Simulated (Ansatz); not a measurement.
# C₂H₇NSi: up Jacob's ladder to CCSD(T)

The task here is to estimate one member of a computed series from the others.

Computed with Ansatz 0.2.0, Gaussian basis. Level: functionals in def2-TZVPP, the program's frozen cores in correlated methods.

Levels to be run: LDA (SPW92), PBE-D4, revPBE-D4, BLYP-D4, r2SCAN-D4, B97M-V, PBE0-D4, B3LYP-D4, r2SCANh-D4, r2SCAN0-D4, HSE06-D4, BHLYP-D4, CAM-B3LYP-D4, LC-ωPBE, ωB97X-V, ωB97M-V, B2PLYP, PBE-QIDH; CCSD(T)/def2-SVP; CCSD(T)/def2-TZVPP; MP2/def2-QZVPP; extrapolation to the limit; RPA on PBE.

### The geometry

All runs share one geometry, relaxed beforehand with PBE0-D4 in a triple-zeta def2 set.

SMILES `CC[Si]N`, 11 atoms, charge 0, spin multiplicity 1.

Atoms are counted from 1 here; the program's logs count them from 0.

Bond lengths: C1–C2 1.521 Å, C1–H5 1.094 Å, C1–H6 1.094 Å, C1–H7 1.094 Å, C2–Si3 1.913 Å, C2–H8 1.100 Å, C2–H9 1.100 Å, Si3–N4 1.708 Å, N4–H10 1.008 Å, N4–H11 1.010 Å. Angles: C2–C1–H5 111.6°, C2–C1–H6 112.1°, C2–C1–H7 111.6°, H5–C1–H6 106.9°, H5–C1–H7 107.6°, H6–C1–H7 106.9°, C1–C2–Si3 120.9°, C1–C2–H8 110.6°, C1–C2–H9 110.6°, Si3–C2–H8 104.9°, Si3–C2–H9 104.9°, H8–C2–H9 103.5°, C2–Si3–N4 100.1°, Si3–N4–H10 121.5°, Si3–N4–H11 126.4°, H10–N4–H11 112.1°.

Set-up of the first run:

in.yaml

```yaml
crystal:
  periodic: [false, false, false]
  atoms:
    - {symbol: C, position_ang: [-0.445665, 1.127156, 0.097185]}
    - {symbol: C, position_ang: [-0.364982, -0.071978, 1.028955]}
    - {symbol: Si, position_ang: [0.452368, -1.705079, 0.458970]}
    - {symbol: N, position_ang: [0.906600, -1.274310, -1.129855]}
    - {symbol: H, position_ang: [-1.010778, 0.893965, -0.810262]}
    - {symbol: H, position_ang: [-0.939557, 1.981611, 0.568101]}
    - {symbol: H, position_ang: [0.548550, 1.464840, -0.210551]}
    - {symbol: H, position_ang: [-1.368635, -0.362668, 1.372340]}
    - {symbol: H, position_ang: [0.156941, 0.196017, 1.959288]}
    - {symbol: H, position_ang: [1.378720, -1.924974, -1.737215]}
    - {symbol: H, position_ang: [0.751736, -0.381778, -1.576359]}
basis:
  gaussian: {orbitals: def2-TZVPP}
hamiltonian: {xc: lda}
output: {orbitals: {seedname: orbitals}}
```

Among the steps run: LDA; PBE-D4 (GGA); revPBE-D4 (GGA); BLYP-D4 (GGA); r2SCAN-D4 (meta-GGA); B97M-V (meta-GGA); PBE0-D4 (hybrid); B3LYP-D4 (hybrid); r2SCANh-D4 (hybrid); r2SCAN0-D4 (hybrid); HSE06-D4 (hybrid); BHLYP-D4 (hybrid); CAM-B3LYP-D4 (range-separated); LC-ωPBE-D4 (range-separated; the results give it without D4); ωB97X-V (range-separated); ωB97M-V (range-separated); B2PLYP (double hybrid); PBE-QIDH (double hybrid).

One of the session's tables, all rows but one given; the rest of the session is left out.

It belongs to the step «Frontier levels by functional». 

```
  functional  HOMO (eV)  gap (eV)
 LDA (SPW92)      -4.95      2.98
      PBE-D4      -4.87      3.06
   revPBE-D4      -4.83      3.08
     BLYP-D4      -4.75      3.08
   r2SCAN-D4      -5.06      3.37
      B97M-V      -5.13      3.49
     PBE0-D4      -5.92      4.94
    B3LYP-D4      -5.76      4.58
  r2SCANh-D4      -5.45      4.07
  r2SCAN0-D4      -6.04      5.13
    HSE06-D4      -5.53      4.16
    BHLYP-D4      -6.89      6.82
CAM-B3LYP-D4      -7.22      7.32
     LC-ωPBE      -8.49      9.66
     ωB97X-V      -8.19      9.27
     ωB97M-V          ?         ?
```

Q: Estimate the row for ωB97M-V from the others.

**Answer.** HOMO (eV): -8.02; gap (eV): 8.98. In the column «HOMO (eV)» it lies between ωB97X-V (-8.19) and CAM-B3LYP-D4 (-7.22).
